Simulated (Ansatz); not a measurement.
**HfOF (sextet): geometry optimisation**

Aim: relax a generated start of HfOF (sextet) and see which bonds hold.

Program: Ansatz 0.2.0, Gaussian basis. Level of theory: UKS PBE0/def2-TZVP. These are calculated values, not measurements.

### Step 1. Where the work starts

3 atoms, charge 0, spin multiplicity 6.

Atoms are counted from 1 here; the program's logs count them from 0.

Bond lengths: Hf1–O2 1.881 Å, Hf1–F3 1.871 Å. Angles: O2–Hf1–F3 180.0°.

The start was built by rule and, where that kept it together, relaxed with GFN2-xTB. Sticks and bond lists go by distance. No spin-orbit coupling is included. Elements past krypton take def2 core potentials.

### Step 2. The run

in.yaml reads:

```yaml
crystal:
  periodic: [false, false, false]
  atoms:
    - {symbol: Hf, position_ang: [0.000000, 0.000000, 0.003417]}
    - {symbol: O, position_ang: [0.000000, 0.000000, -1.877647]}
    - {symbol: F, position_ang: [0.000000, 0.000000, 1.874229]}
basis:
  gaussian: {orbitals: def2-TZVP}
magnetization: {spin_polarized: true, initial_magnetization: 5}
hamiltonian: {xc: pbe0}
relax: {f_tol: 0.004, max_steps: 80}
```

Run with:

```bash
$ ansatz run in.yaml --threads 1 --pin off --events-out ev --progress --plain --max-ram 2176MiB
```

**Question.** What will these runs give? Wanted: energy gained; shift from the start; total energy; dipole moment; ⟨S²⟩.

As calculated:

```
                  quantity          value
                     steps              7
             energy gained       1.668 eV
shift from the start (rms)        0.413 Å
              total energy  -6061.5385 eV
             dipole moment         4.44 D
                      ⟨S²⟩          8.757
```

What this shows: The bonds of the start are those of the end. Hf1–O2 went from 1.881 to 2.743 Å. No vibrations were run, so this is a stationary point, not a proven minimum, and this spin need not be the ground state's.
